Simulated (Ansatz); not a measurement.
# FH4NbO4: the cost of one run

Program: Ansatz 0.2.0, Gaussian basis. Level of theory: the settings change from run to run. These are calculated values, not measurements.

## (1) The relaxed structure

The geometry comes from an earlier relaxation with PBE0-D4 in a triple-zeta def2 set; it is a stationary point, not always the lowest conformer. Nb takes a core potential in def2 sets; no spin-orbit term is included.

10 atoms, charge 0, spin multiplicity 1.

Atoms are counted from 1 here; the program's logs count them from 0.

Bond lengths: O1–Nb2 1.887 Å, O1–H7 0.959 Å, Nb2–O3 1.899 Å, Nb2–O4 1.887 Å, Nb2–O5 1.929 Å, Nb2–F6 1.890 Å, O3–H8 0.958 Å, O4–H9 0.959 Å, O5–H10 0.962 Å. Angles: Nb2–O1–H7 126.9°, O1–Nb2–O3 94.7°, O1–Nb2–O4 114.9°, O1–Nb2–O5 122.5°, O1–Nb2–F6 93.2°, O3–Nb2–O4 94.7°, O3–Nb2–O5 82.0°, O3–Nb2–F6 165.3°, O4–Nb2–O5 122.5°, O4–Nb2–F6 93.2°, O5–Nb2–F6 83.3°, Nb2–O3–H8 130.9°, Nb2–O4–H9 126.8°, Nb2–O5–H10 114.3°.

Coordinates:

```mol
FH4NbO4
  3D, bonds by distance, orders not assigned

 10  9  0  0  0  0  0  0  0  0999 V2000
   -1.3059   -0.5768   -1.3804 O   0  0
   -0.2329    0.2122   -0.0435 Nb  0  0
    0.7250   -1.3804    0.3481 O   0  0
   -1.0408    0.3292    1.6580 O   0  0
    1.5441    0.8744   -0.3957 O   0  0
   -0.7433    1.9677   -0.5219 F   0  0
   -1.2307   -1.4677   -1.7267 H   0  0
    1.6638   -1.5692    0.3237 H   0  0
   -0.8714   -0.2360    2.4137 H   0  0
    1.5751    1.7953   -0.6726 H   0  0
  1  2  8  0
  2  3  8  0
  2  4  8  0
  2  5  8  0
  2  6  8  0
  1  7  8  0
  3  8  8  0
  4  9  8  0
  5 10  8  0
M  END
```

## (2) HSE06/def2-TZVP

Set apart from the defaults: multiplicity 3, restricted open-shell orbitals, atoms shaken by 0.08 Å, the search for lower states set to light.

Contents of in.yaml:

```yaml
crystal:
  periodic: [false, false, false]
  atoms:
    - {symbol: O, position_ang: [-1.512185, -0.526827, -1.328168]}
    - {symbol: Nb, position_ang: [-0.278971, 0.200553, -0.111745]}
    - {symbol: O, position_ang: [0.746268, -1.396993, 0.331809]}
    - {symbol: O, position_ang: [-0.962016, 0.194510, 1.579990]}
    - {symbol: O, position_ang: [1.632703, 0.757880, -0.429387]}
    - {symbol: F, position_ang: [-0.674605, 1.839444, -0.472000]}
    - {symbol: H, position_ang: [-1.318893, -1.445270, -1.596737]}
    - {symbol: H, position_ang: [1.732434, -1.589030, 0.297074]}
    - {symbol: H, position_ang: [-0.772242, -0.123446, 2.466583]}
    - {symbol: H, position_ang: [1.653005, 1.744340, -0.590446]}
basis:
  gaussian: {orbitals: def2-TZVP}
magnetization: {spin_polarized: false, initial_magnetization: 2}
hamiltonian: {xc: {name: HSE06}}
scf: {lower_state_search: light}
output: {forces: true}
```

Launch:

```bash
ansatz run in.yaml --threads 4 --pin off --events-out ev --progress --plain --max-ram 11315MiB
```

**Question.** How long does this run take on 4 threads of Arm Neoverse V2, shared host, and how much memory does it need?

About 54 s, with a peak of 1.1 GiB.
